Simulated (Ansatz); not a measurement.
# BH3O (BH2(OH)): CCSDT(Q)/STO-3G

What is the electronic atomisation energy of BH3O (BH2(OH)) at CCSDT(Q)/STO-3G? 

The calculation is run with Ansatz 0.2.0.

45 further runs of the same task are left out: 1 that didn't finish, 44 set aside as unsound or not needed.

## (1) The molecule

BH3O has 5 atoms, charge 0, and is taken as a singlet. As SMILES, `[H]B([H])O`. The shape is that of a GFN2-xTB optimisation.

Bond lengths: B1–O4 1.325 Å, B1–H2 1.172 Å, B1–H3 1.182 Å, O4–H5 0.958 Å. Angles: B1–O4–H5 117.9°, H2–B1–O4 115.8°, H3–B1–O4 122.8°, H2–B1–H3 121.4°.

## (2) A single-point energy at CCSDT(Q)/STO-3G

Input file input.yaml:

```yaml
crystal:
  periodic: [false, false, false]
  atoms:
    - symbol: B
      position_ang: [0.270970, 0.302480, -0.108500]
    - symbol: H
      position_ang: [1.403550, 0.390040, -0.395610]
    - symbol: H
      position_ang: [-0.432910, 1.251360, -0.080700]
    - symbol: O
      position_ang: [-0.159420, -0.918700, 0.174490]
    - symbol: H
      position_ang: [-1.082200, -1.025180, 0.410320]
basis:
  gaussian: {orbitals: STO-3G}
correlation: {method: ccsdt_q, frozen_orbitals: {B: 1, H: 0, O: 1}}
accuracy: high
scf: {omitted_lower_state_checks: [cluster_reference, increment]}
```

The run is started by

```console
$ ansatz run input.yaml --threads 1 --pin off --max-ram 2610MiB --events-out events.jsonl --progress --plain --runs-dir runs
```

Output:

```text
Warning: RAYON_NUM_THREADS=1 ignored (pool sized by the plan → 1); use --threads N
Functional definition: HF
  name "HF"
  exchange = exact_x
  correlation = 0
these checks for a lower state are left out or cut short: cluster_reference, increment
207 factors; integrals over basis functions are off by at most 3.1e-8 eV
mean field evaluation 1: about -2719.5615 eV, gradient 1.8e1 eV
mean field evaluation 2: about -2719.6020 eV, gradient 1.8e1 eV
mean field evaluation 4: about -2720.7078 eV, gradient 1.2e0 eV
mean field evaluation 8: about -2720.7136 eV, gradient 1.2e-6 eV
mean field -2720.71360250 eV, -99.9843807258 hartree, gradient 7.1e-8 eV, S^2 0.000000; 0 other end points of the search recorded, 0 dependent functions left out
2 core orbitals not correlated: weight in the atoms' cores, before any rotation towards them, 1.000 or more for the frozen orbitals, at most 0.000 for the correlated occupied ones
reference -2720.71360250 eV, -99.9843807258 hartree; 6, 6 occupied and 5, 5 virtual orbitals, 207 factors
second order -2.23167308 eV of doubles, -0.00000000 eV of singles
cycle   1  -2.56272693 eV  change   -3.3e-1 eV  update   8.1e-2
cycle   2  -2.82043101 eV  change   -2.6e-1 eV  update   3.2e-2
cycle   3  -2.94573966 eV  change   -1.3e-1 eV  update   1.9e-2
cycle   4  -2.95028004 eV  change   -4.5e-3 eV  update   4.8e-3
cycle   5  -2.94735847 eV  change    2.9e-3 eV  update   1.9e-3
cycle   6  -2.94697250 eV  change    3.9e-4 eV  update   4.3e-4
cycle   7  -2.94691326 eV  change    5.9e-5 eV  update   1.4e-4
cycle   8  -2.94687140 eV  change    4.2e-5 eV  update   5.5e-5
cycle   9  -2.94687590 eV  change   -4.5e-6 eV  update   1.6e-5
cycle  10  -2.94687814 eV  change   -2.2e-6 eV  update   4.8e-6
cycle  11  -2.94687642 eV  change    1.7e-6 eV  update   1.6e-6
cycle  12  -2.94687722 eV  change   -8.0e-7 eV  update   4.4e-7
cycle  13  -2.94687742 eV  change   -2.0e-7 eV  update   1.5e-7
cycle  14  -2.94687755 eV  change   -1.3e-7 eV  update   5.7e-8
cycle  15  -2.94687758 eV  change   -2.4e-8 eV  update   2.0e-8
cycle  16  -2.94687772 eV  change   -1.4e-7 eV  update   5.1e-8
cycle  17  -2.94687776 eV  change   -4.7e-8 eV  update   1.7e-8
cycle  18  -2.94687777 eV  change   -4.7e-9 eV  update   4.4e-9
cycle  19  -2.94687777 eV  change   7.4e-10 eV  update   1.8e-9
cycle  20  -2.94687777 eV  change    1.1e-9 eV  update  7.8e-10
perturbative correction 0.00547804 eV, 0.0002013143 hartree
Total energy: -2723.65500222 eV, -100.0924751719 hartree
Checks for a lower state left out: cluster_reference, increment
```

Run time: 0.18 s. Hardware: 1 thread of Arm Neoverse V1, shared host.

## (3) The B atom, same level

Input file job.yaml:

```yaml
crystal:
  periodic: [false, false, false]
  atoms:
    - symbol: B
      position_ang: [0.000000, 0.000000, 0.000000]
basis:
  gaussian: {orbitals: STO-3G}
magnetization: {spin_polarized: true, initial_magnetization: 1}
correlation: {method: ccsdt_q, frozen_orbitals: {B: 1}}
accuracy: high
scf: {omitted_lower_state_checks: [cluster_reference, increment]}
```

Run the same way, it converges to -24.18899 Eh (log not shown).

## (4) The H atom: a single-point energy at UHF/STO-3G

Input file job.yaml:

```yaml
crystal:
  periodic: [false, false, false]
  atoms:
    - {symbol: H, position_ang: [0.000000, 0.000000, 0.000000]}
basis:
  gaussian:
    orbitals: STO-3G
magnetization:
  spin_polarized: true
  initial_magnetization: 1
hamiltonian:
  xc: hf
accuracy: high
```

Run the same way, it converges to -0.46658 Eh (log not shown).

## (5) The O atom at the same level

Input file run.yaml:

```yaml
crystal:
  periodic: [false, false, false]
  atoms:
    - symbol: O
      position_ang: [0.000000, 0.000000, 0.000000]
basis:
  gaussian: {orbitals: STO-3G}
magnetization: {spin_polarized: true, initial_magnetization: 2}
correlation: {method: ccsdt_q, frozen_orbitals: {O: 1}}
accuracy: high
scf: {omitted_lower_state_checks: [cluster_reference, increment]}
```

The run is started by

```console
$ ansatz run run.yaml --threads 1 --pin off --max-ram 2610MiB --events-out events.jsonl --progress --plain --runs-dir runs
```

Output:

```text
Warning: RAYON_NUM_THREADS=1 ignored (pool sized by the plan → 1); use --threads N
Functional definition: HF
  name "HF"
  exchange = exact_x
  correlation = 0
these checks for a lower state are left out or cut short: cluster_reference, increment
15 factors; integrals over basis functions are off by at most 1.1e-9 eV
mean field evaluation 1: about -2008.3132 eV, gradient 1.7e-14 eV
mean field evaluation 2: about -2008.3132 eV, gradient 0.0e0 eV
mean field -2008.31323932 eV, -73.8041502613 hartree, gradient 0.0e0 eV, S^2 2.000000; 2 other end points of the search recorded, 0 dependent functions left out
1 core orbitals not correlated: weight in the atoms' cores, before any rotation towards them, 1.000 or more for the frozen orbitals, at most 0.000 for the correlated occupied ones
reference -2008.31323932 eV, -73.8041502613 hartree; 4, 2 occupied and 0, 2 virtual orbitals, 15 factors
second order 0.00000000 eV of doubles, 0.00000000 eV of singles
cycle   1  0.00000000 eV  change     0.0e0 eV  update    0.0e0
cycle   2  0.00000000 eV  change     0.0e0 eV  update    0.0e0
perturbative correction 0.00000000 eV, 0.0000000000 hartree
Total energy: -2008.31323932 eV, -73.8041502613 hartree
Checks for a lower state left out: cluster_reference, increment
```

Run time: 0.2 s. Hardware: 1 thread of Arm Neoverse V1, shared host.

## (6) Results

At CCSDT(Q)/STO-3G, 2 core orbitals frozen:

| quantity | value |
| --- | --- |
| molecule: total energy | -100.09248 Eh |
| molecule: correlation energy (2 core orbitals frozen) | -108.1 mEh |
| molecule: T1 diagnostic | 0.020 |
| B atom: total energy | -24.18899 Eh |
| B atom: correlation energy (1 core orbital frozen) | -40.0 mEh |
| B atom: ⟨S²⟩ of the reference determinant | 0.750 |
| B atom: T1 diagnostic | 0.000 |
| H atom: total energy | -0.46658 Eh |
| H atom: ⟨S²⟩ | 0.750 |
| O atom: total energy | -73.80415 Eh |
| O atom: correlation energy (1 core orbital frozen) | 0.0 mEh |
| O atom: ⟨S²⟩ of the reference determinant | 2.000 |
| O atom: T1 diagnostic | 0.000 |
| electronic atomisation energy | 19.037 eV |

Taking the molecule apart into free atoms costs 19.04 eV (439 kcal/mol), before zero-point energy and without spin-orbit coupling. In a minimal basis such a difference can be off by several eV, whatever the method.
